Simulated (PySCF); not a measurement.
# C₆H₄O₂: reorganisation energies

Wanted: reorganisation energies for C₆H₄O₂ (`O=C1C=CC=CC1=O`).

Programs: PySCF 2.14.0, with routines of our own; each step states its level. All values are computed. Atoms count from 0.

### Step 1. The starting structure

12 atoms, charge 0, multiplicity 1; geometry from: GFN2-xTB.

### Step 2. Relaxing the molecule at PBE0/def2-SVP

The job: settings as JSON, then the geometry in Å.

```
{"job": {"xc": "PBE0", "basis": "def2-SVP", "grid": 1, "kind": "geom"}, "charge": 0, "multiplicity": 1}
O      0.294378     2.641498     0.245292
C      0.143512     1.445822     0.133893
C     -1.174060     0.805924     0.098281
C     -1.310885    -0.523498    -0.027767
C     -0.168382    -1.395464    -0.134529
C      1.086549    -0.919646    -0.112303
C      1.366295     0.512221     0.021669
O      2.487779     0.966607     0.046734
H     -2.025752     1.465708     0.179072
H     -2.292190    -0.976179    -0.051808
H     -0.353269    -2.455835    -0.233563
H      1.947223    -1.567844    -0.190996
```

Command:

```console
> OMP_NUM_THREADS=1 python excited_run.py task.json out
```

One launch serves the whole session: the jobs run in the order shown.

What it wrote:

```text
step   0  E = -380.72939115  max force = 0.009076
step   1  E = -380.73027349  max force = 0.002049
step   2  E = -380.73035273  max force = 0.000899
step   3  E = -380.73045401  max force = 0.003979
step   4  E = -380.73052663  max force = 0.002250
step   5  E = -380.73053618  max force = 0.001149
step   6  E = -380.73054157  max force = 0.001107
step   7  E = -380.73054295  max force = 0.000533
step   8  E = -380.73054488  max force = 0.000151
optimisation converged
```

Wall time 39 s (1 thread of Arm Neoverse V2, shared host); peak memory 0.55 GiB.

Along the way:

| step | energy from step 0 (eV) | largest force component (eV/Å) |
| --- | --- | --- |
| 0 | 0.0000 | 0.4667 |
| 1 | -0.0240 | 0.1054 |
| 2 | -0.0262 | 0.0462 |
| 3 | -0.0289 | 0.2046 |
| 4 | -0.0309 | 0.1157 |
| 5 | -0.0312 | 0.0591 |
| 6 | -0.0313 | 0.0569 |
| 7 | -0.0313 | 0.0274 |
| 8 | -0.0314 | 0.0078 |

Close pairs (by a distance rule), those that changed most:

| bond | before (Å) | after (Å) | change (Å) |
| --- | --- | --- | --- |
| C3–C4 | 1.441 | 1.460 | +0.019 |
| C4–H10 | 1.081 | 1.094 | +0.013 |
| C3–H9 | 1.081 | 1.094 | +0.013 |
| C5–H11 | 1.080 | 1.093 | +0.012 |
| C2–H8 | 1.080 | 1.093 | +0.012 |
| C1–C6 | 1.543 | 1.554 | +0.011 |
| C1–C2 | 1.465 | 1.473 | +0.007 |
| C5–C6 | 1.465 | 1.472 | +0.007 |

The end geometry stands in the next job.

| at the end point | value |
| --- | --- |
| point group (found at 0.08 Å tolerance) | C2v |
| rotational constants (GHz, main isotopes) | 3.274, 2.442, 1.399 |
| dipole moment (D) | 5.20 |

### Step 3. Relaxation after adding or removing an electron (C6H4O2+ (doublet)): UKS PBE0/def2-SVP

The job: settings as JSON, then the geometry in Å.

```
{"job": {"kind": "ionopt", "ions": [1], "xc": "PBE0", "basis": "def2-SVP", "grid": 1}, "charge": 1, "multiplicity": 2}
O      0.285725     2.586153     0.233022
C      0.115739     1.397131     0.104760
C     -1.217847     0.772833     0.088082
C     -1.347677    -0.562272    -0.056693
C     -0.194387    -1.445960    -0.202468
C      1.072661    -0.982563    -0.202277
C      1.342843     0.456971    -0.051101
O      2.457755     0.921798    -0.044747
H     -2.076736     1.439307     0.197270
H     -2.342231    -1.016741    -0.067871
H     -0.384423    -2.516998    -0.314505
H      1.939386    -1.638817    -0.311135
```

With the program's defaults for keys left out, this is: UKS PBE0/def2-SVP geometry optimisation of the ion from the geometry of its parent, gas phase.

What it wrote:

```text
step       E/Eh        max force   <S^2>
  0    -380.36990879   0.064241   0.7797
  1    -380.37720594   0.012055   0.7899
  2    -380.37786257   0.004689   0.7872
  3    -380.37796773   0.006140   0.7849
  4    -380.37824703   0.001990   0.7847
  5    -380.37832509   0.001894   0.7849
  6    -380.37841028   0.001142   0.7848
  7    -380.37842036   0.001854   0.7847
  8    -380.37843886   0.000828   0.7849
  9    -380.37844837   0.000447   0.7849
optimisation converged
```

It took 2.2 min on 1 thread of Arm Neoverse V2, shared host; peak memory 0.68 GiB.

From this job:

| quantity | value |
| --- | --- |
| geometry moved (RMSD) | 0.026 Å |
| ⟨S²⟩ | 0.785 |

Bonds of the start that changed most:

| bond | start (Å) | end (Å) |
| --- | --- | --- |
| C4–C5 | 1.349 | 1.394 |
| C3–C4 | 1.460 | 1.415 |
| C2–C3 | 1.349 | 1.394 |
| C6–C1 | 1.554 | 1.538 |
| C1–C2 | 1.473 | 1.483 |
| C5–C6 | 1.472 | 1.483 |

Mulliken spin populations:

| atom | value (e) |
| --- | --- |
| O0 | 0.14 |
| C1 | -0.12 |
| C2 | 0.49 |
| C3 | 0.01 |
| C4 | 0.01 |
| C5 | 0.49 |
| C6 | -0.12 |
| O7 | 0.14 |
| H8 | -0.02 |
| H9 | 0.00 |
| H10 | 0.00 |
| H11 | -0.02 |

The fields below are evaluated on a grid from the run's orbitals.

ELF in a plane through or near 12 of the atoms.

Ten even steps from ' ' (0.00) to '@' (1.00):
```
                                                        
                                                        
                                                        
                        ##@@@@%%::                      
            ::--::    ..@@@@@@@@**                      
        ..--**####==  ..@@@@@@@@++      --::            
        ==##%%@@@@##....**##**##--..++@@@@@@%%::        
      ::**%%%%--==%%==##%%::--**##++@@@@@@@@@@**        
      ::**%%@@%%%%==**--@@##**%%..**##@@@@@@%%--        
          ..::..--****##--....==**++**++::..            
          ......::****##--....==++++**++::..            
      ::**%%@@%%%%++@@::@@##**%%--==##@@@@@@%%==        
      ::**%%%%==++%%==**%%::**++##++@@@@@@@@@@**        
        ==**@@@@@@##....**##**##--..++%%@@@@%%::        
        ..--**####==    @@@@@@@@++      ::::            
            ::----..  ..@@@@@@@@##..                    
                        ##@@@@%%::                      
                                                        
                                                        
                                                        
```
The map spans 9.8 Å across and 10.3 Å up, centred on the molecule. Atoms in the plane (x, y in Å): O0 (-2.3, -1.4), C1 (-1.3, -0.8), C2 (0.1, -1.4), C3 (1.2, -0.7), C4 (1.2, 0.7), C5 (0.0, 1.4), C6 (-1.3, 0.8), O7 (-2.3, 1.4), H8 (0.1, -2.5), H9 (2.2, -1.2), H10 (2.2, 1.2), H11 (0.0, 2.5).

On the surface of density 0.002 e/bohr³ the electrostatic potential runs, from the 1st to the 99th percentile, from 2.24 V near O0 to 6.61 V near C1.

The spin density lies nearest to C2, C5 about 26 % each; O0, O7 about 10 % each; C3, C4 about 6 % each.

### Step 4. Relaxation after adding or removing an electron (C6H4O2− (doublet)): UKS PBE0/def2-SVP

Settings changed since step 3:

```diff
@@ -1,2 +1,2 @@
-{"job": {"kind": "ionopt", "ions": [1], "xc": "PBE0", "basis": "def2-SVP", "grid": 1}, "charge": 1, "multiplicity": 2}
+{"job": {"kind": "ionopt", "ions": [-1], "xc": "PBE0", "basis": "def2-SVP", "grid": 1}, "charge": -1, "multiplicity": 2}
 O      0.285725     2.586153     0.233022
```

Method: UKS PBE0/def2-SVP geometry optimisation of the ion from the geometry of its parent, gas phase.

What it wrote:

```text
step       E/Eh        max force   <S^2>
  0    -380.78663598   0.100488   0.7599
  1    -380.79756483   0.012774   0.7655
  2    -380.79865603   0.004727   0.7651
  3    -380.79889367   0.003341   0.7649
  4    -380.79893008   0.004699   0.7646
  5    -380.79903849   0.001314   0.7648
  6    -380.79904335   0.000785   0.7649
  7    -380.79904898   0.000452   0.7649
  8    -380.79905194   0.000143   0.7649
optimisation converged
```

Wall time 79 s (1 thread of Arm Neoverse V2, shared host); peak memory 0.73 GiB.

In short:

| quantity | value |
| --- | --- |
| geometry moved (RMSD) | 0.037 Å |
| ⟨S²⟩ | 0.765 |

Bonds of the start that changed most:

| bond | start (Å) | end (Å) |
| --- | --- | --- |
| C3–C4 | 1.460 | 1.418 |
| C6–C1 | 1.554 | 1.514 |
| O0–C1 | 1.208 | 1.244 |
| C6–O7 | 1.208 | 1.244 |
| C4–C5 | 1.349 | 1.380 |
| C2–C3 | 1.349 | 1.380 |

### Step 5. Reorganisation energies: UKS PBE0/def2-SVP

Settings changed since step 4:

```diff
@@ -1,2 +1,2 @@
-{"job": {"kind": "ionopt", "ions": [-1], "xc": "PBE0", "basis": "def2-SVP", "grid": 1}, "charge": -1, "multiplicity": 2}
+{"job": {"kind": "reorg", "ions": [1, -1], "xc": "PBE0", "basis": "def2-SVP", "grid": 1}, "charge": 0, "multiplicity": 1}
 O      0.285725     2.586153     0.233022
```

With the program's defaults for keys left out, this is: UKS PBE0/def2-SVP four-point reorganisation energy, gas phase.

What it wrote:

```text
final grid: 51328 points
cycle   1  E = -380.4832770654  dE =  1.504e+00  |g| = 1.075e+00  |ddm| = 4.349e+00
cycle   2  E = -379.3983267371  dE =  1.085e+00  |g| = 2.564e+00  |ddm| = 5.117e+00
cycle   3  E = -380.7261232643  dE = -1.328e+00  |g| = 1.294e-01  |ddm| = 4.009e+00
cycle   4  E = -380.7287332126  dE = -2.610e-03  |g| = 8.362e-02  |ddm| = 2.205e-01
cycle   5  E = -380.7304627824  dE = -1.730e-03  |g| = 1.786e-02  |ddm| = 1.095e-01
cycle   6  E = -380.7305234754  dE = -6.069e-05  |g| = 8.920e-03  |ddm| = 2.394e-02
cycle   7  E = -380.7305435524  dE = -2.008e-05  |g| = 2.444e-03  |ddm| = 1.140e-02
cycle   8  E = -380.7305448130  dE = -1.261e-06  |g| = 5.454e-04  |ddm| = 4.288e-03
cycle   9  E = -380.7305448769  dE = -6.388e-08  |g| = 6.692e-05  |ddm| = 9.610e-04
cycle  10  E = -380.7305448768  dE =  6.878e-11  |g| = 7.079e-05  |ddm| = 1.599e-04
cycle  11  E = -380.7305448779  dE = -1.029e-09  |g| = 5.467e-06  |ddm| = 8.233e-05
cycle  12  E = -380.7305448779  dE = -7.503e-12  |g| = 1.150e-06  |ddm| = 7.589e-06
converged SCF energy = -380.7305448779

hole transfer: vertical 9.7272 eV, relaxation of the ion converged
  adiabatic 9.5810 eV, lambda(ion) 0.1461, lambda(parent) 0.1544, total 0.3005 eV

electron transfer: vertical 1.6476 eV, relaxation of the ion converged
  adiabatic 1.8642 eV, lambda(ion) 0.2166, lambda(parent) 0.2167, total 0.4333 eV
```

Wall time 3.5 s (1 thread of Arm Neoverse V2, shared host); peak memory 0.63 GiB.

### Step 6. Outcome

```
                                                  quantity                 value
                                               point group                   C2v
                      rotational constants (main isotopes)  3.27, 2.44, 1.40 GHz
         geometry moved (RMSD) (step 3, UKS PBE0/def2-SVP)               0.026 Å
         geometry moved (RMSD) (step 4, UKS PBE0/def2-SVP)               0.037 Å
    hole reorganisation energy (step 5, UKS PBE0/def2-SVP)             0.3005 eV
electron reorganisation energy (step 5, UKS PBE0/def2-SVP)             0.4333 eV
```

**Reading.** The optimisation took 8 steps and gained 0.031 eV; among the close pairs (by a distance rule), C3–C4 changed most, from 1.441 to 1.460 Å. In step 3 (relaxation after adding or removing an electron), among the bonds C4–C5 changes most, from 1.349 to 1.394 Å. In step 4 (relaxation after adding or removing an electron), among the bonds C3–C4 changes most, from 1.460 to 1.418 Å.
